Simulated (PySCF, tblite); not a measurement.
# C7H11FSi: geometry, infrared bands and NMR shifts

Wanted: the infrared bands and NMR shifts of C7H11FSi (`C=C[Si@@H]1CC=C(CF)C1`), by calculation.

The runs use tblite 0.8.0 and PySCF 2.14.0, with density-fitted response routines of our own; the level of theory stands in each step. All values are computed, except where a source is named. Atoms are numbered from 0 throughout.

### 1 Starting geometry

20 atoms, charge 0, multiplicity 1; geometry from: force field or distance geometry start.

Bonds of the start (Å): C0–C1 1.35, C1–Si2 1.83, Si2–C3 1.92, C3–C4 1.50, C4–C5 1.35, C5–C6 1.50, C6–F7 1.35, C5–C8 1.53, C8–Si2 1.93, C0–H9 1.09, C0–H10 1.08, C1–H11 1.07, Si2–H12 1.49, C3–H13 1.10, C3–H14 1.08, C4–H15 1.08, C6–H16 1.09, C6–H17 1.09, C8–H18 1.10, C8–H19 1.09.

### 2 Relaxing the molecule with GFN2-xTB

Job settings and geometry (Å):

```
{"job": {"kind": "relax", "xc": "GFN2-xTB", "basis": "xTB"}, "charge": 0, "multiplicity": 1}
C      3.697700     0.044500    -0.034100
C      2.418800    -0.070600    -0.463300
Si     0.965700    -0.365300     0.617200
C     -0.205100    -1.716500    -0.078500
C     -1.491800    -1.004700    -0.390900
C     -1.585700     0.322700    -0.169100
C     -2.792500     1.162300    -0.447100
F     -3.799500     0.419100    -0.962900
C     -0.362900     1.020500     0.419800
H      3.961800    -0.017000     1.020600
H      4.490500     0.213300    -0.746100
H      2.195500    -0.009300    -1.511800
H      1.301800    -0.584100     2.051900
H     -0.373000    -2.493900     0.685300
H      0.216400    -2.173000    -0.966300
H     -2.325100    -1.564500    -0.802500
H     -2.557700     1.952400    -1.159600
H     -3.164300     1.611300     0.478800
H     -0.598900     1.458000     1.403400
H      0.003100     1.805200    -0.249600
```

On the command line:

```sh
$ OMP_NUM_THREADS=1 python probes_run.py task.json out
```

One launch serves the whole session: the jobs run in the order shown.

**Question.** This job is followed by: GFN2-xTB harmonic vibrations, gas phase; GIAO PBE0/pcSseg-1 NMR shielding, non-relativistic, gas phase. Predict these results of the whole session: strongest single infrared mode (GFN2-xTB); zero-point energy (GFN2-xTB); 13C shifts against TMS (PBE0/pcSseg-1); 1H shifts against TMS (PBE0/pcSseg-1); 29Si shifts against TMS (PBE0/pcSseg-1); 19F shifts against CFCl3 (PBE0/pcSseg-1).

The runs gave:

```
                                 quantity                                                                 value
strongest single infrared mode (GFN2-xTB)                                                 2217 cm⁻¹, 339 km/mol
             zero-point energy (GFN2-xTB)                                                         97.8 kcal/mol
   13C shifts against TMS (PBE0/pcSseg-1)                      146.2, 144.3, 142.9, 131.2, 88.7, 20.5, 18.5 ppm
    1H shifts against TMS (PBE0/pcSseg-1)  6.52, 6.43, 6.28, 6.23, 5.21, 5.20, 4.88, 1.96, 1.80, 1.42, 1.22 ppm
  29Si shifts against TMS (PBE0/pcSseg-1)                                                              -4.4 ppm
 19F shifts against CFCl3 (PBE0/pcSseg-1)                                                            -251.1 ppm
```

In words: Relaxing lowered the energy by 0.157 eV in 37 steps; the close pair that moved most is C1–Si2, from 1.835 to 1.882 Å. No mode is imaginary among the 54: a minimum at this level. The strongest single mode, at 2217 cm⁻¹, moves mainly H12. Unscaled tight-binding wavenumbers are off by several per cent, some by more. Its intensities can rank the bands wrongly.
